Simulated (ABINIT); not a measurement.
Crystal: GaGe.

```xyz
2
Lattice="0.0000 2.8978 2.8978 2.8978 0.0000 2.8978 2.8978 2.8978 0.0000" Properties=species:S:1:pos:R:3 pbc="T T T"
Ge    0.0000    0.0000    0.0000
Ga    1.4489    1.4489    1.4489
```

The cell comes from a database or a generator and needn't be the stable form of this composition.

Base run:

* Program: ABINIT 10.8.3 (patched build)
* Functional: LDA
* Potentials or basis: JTH PAW PBE v2.0
* Cutoff: 707 eV
* k mesh: 8 × 8 × 8
* Occupations: fermi-dirac, width 0.05 eV
* Spin: no spin polarisation

Its results: band gap on the k mesh none (metal or under the smearing width); pressure -4.1 GPa.

The run is repeated on the same cell with these changes: functional from LDA to AM05. What comes out?

Band gap on the k mesh none (metal or under the smearing width); pressure -2.1 GPa.

AM05 binds less tightly than LDA, so the same cell stands under more pressure.

Caveats: the PAW data sets were made with another functional, which shifts forces and pressure a little.
